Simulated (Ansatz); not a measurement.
# CH7B2N: up Jacob's ladder to CCSD(T)

The task here is to estimate one member of a computed series from the others.

The runs use Ansatz 0.2.0, Gaussian basis; functionals in def2-TZVPP, the program's frozen cores in correlated methods.

Plan: LDA (SPW92), PBE-D4, revPBE-D4, BLYP-D4, r2SCAN-D4, B97M-V, PBE0-D4, B3LYP-D4, r2SCANh-D4, r2SCAN0-D4, HSE06-D4, BHLYP-D4, CAM-B3LYP-D4, LC-ωPBE, ωB97X-V, ωB97M-V, B2PLYP, PBE-QIDH; CCSD(T)/def2-SVP; CCSD(T)/def2-TZVPP; MP2/def2-QZVPP; extrapolation to the limit; RPA on PBE.

### The relaxed structure

An earlier PBE0-D4 in a triple-zeta def2 set relaxation fixed the geometry.

11 atoms, charge 0, spin multiplicity 1.

Atoms are counted from 1 here; the program's logs count them from 0.

Bond lengths: C1–B2 1.563 Å, C1–H5 1.094 Å, C1–H6 1.103 Å, C1–H7 1.092 Å, B2–B3 1.676 Å, B2–H8 1.207 Å, B3–N4 1.393 Å, B3–H9 1.209 Å, N4–H10 1.006 Å, N4–H11 1.006 Å. Angles: B2–C1–H5 113.6°, B2–C1–H6 104.6°, B2–C1–H7 116.1°, H5–C1–H6 104.9°, H5–C1–H7 109.8°, H6–C1–H7 106.8°, C1–B2–B3 124.6°, C1–B2–H8 115.9°, B3–B2–H8 119.1°, B2–B3–N4 126.8°, B2–B3–H9 117.6°, N4–B3–H9 115.6°, B3–N4–H10 122.9°, B3–N4–H11 124.0°, H10–N4–H11 113.0°.

Set-up of the first run:

in.yaml reads:

```yaml
crystal:
  periodic: [false, false, false]
  atoms:
    - {symbol: C, position_ang: [-0.552189, 1.610593, 0.505391]}
    - {symbol: B, position_ang: [-0.789075, 0.199048, -0.121734]}
    - {symbol: B, position_ang: [0.425685, -0.809563, -0.683448]}
    - {symbol: N, position_ang: [1.058394, -1.827640, 0.025745]}
    - {symbol: H, position_ang: [-1.298935, 1.888238, 1.254576]}
    - {symbol: H, position_ang: [-0.711620, 2.314868, -0.328113]}
    - {symbol: H, position_ang: [0.450300, 1.802822, 0.892366]}
    - {symbol: H, position_ang: [-1.941491, -0.109194, -0.308325]}
    - {symbol: H, position_ang: [0.804134, -0.651201, -1.820820]}
    - {symbol: H, position_ang: [1.780487, -2.404226, -0.371753]}
    - {symbol: H, position_ang: [0.839710, -2.070845, 0.976817]}
basis:
  gaussian: {orbitals: def2-TZVPP}
hamiltonian: {xc: lda}
output: {orbitals: {seedname: orbitals}}
```

Launch:

```
$ ansatz run in.yaml --threads 2 --pin off --events-out ev --progress --plain --max-ram 4352MiB
```

Steps of the session up to this table: LDA; PBE-D4 (GGA); revPBE-D4 (GGA); BLYP-D4 (GGA); r2SCAN-D4 (meta-GGA); B97M-V (meta-GGA); PBE0-D4 (hybrid); B3LYP-D4 (hybrid); r2SCANh-D4 (hybrid); r2SCAN0-D4 (hybrid); HSE06-D4 (hybrid); BHLYP-D4 (hybrid); CAM-B3LYP-D4 (range-separated); LC-ωPBE (range-separated); ωB97X-V (range-separated); ωB97M-V (range-separated); B2PLYP (double hybrid); PBE-QIDH (double hybrid).

One of the session's tables, all rows but one given; the rest of the session is left out.

It belongs to the step «Orbital energies across the functionals». 

| functional | HOMO (eV) | gap (eV) |
| --- | --- | --- |
| LDA (SPW92) | -6.12 | 3.92 |
| PBE-D4 | -6.08 | 4.13 |
| revPBE-D4 | -6.05 | 4.21 |
| BLYP-D4 | -6.02 | 4.22 |
| r2SCAN-D4 | -6.34 | 4.78 |
| B97M-V | -6.42 | 4.75 |
| PBE0-D4 | -7.41 | 6.44 |
| B3LYP-D4 | -7.25 | 6.05 |
| r2SCANh-D4 | -6.83 | 5.60 |
| r2SCAN0-D4 | -7.57 | 6.83 |
| HSE06-D4 | ? | ? |
| BHLYP-D4 | -8.72 | 8.74 |
| CAM-B3LYP-D4 | -8.86 | 8.96 |
| LC-ωPBE | -10.21 | 11.53 |
| ωB97X-V | -9.86 | 11.04 |
| ωB97M-V | -9.68 | 10.56 |

**Question.** Estimate the row for HSE06-D4.

The run gave: HOMO (eV): -7.01; gap (eV): 5.65. In the column «HOMO (eV)» it lies between B3LYP-D4 (-7.25) and r2SCANh-D4 (-6.83).
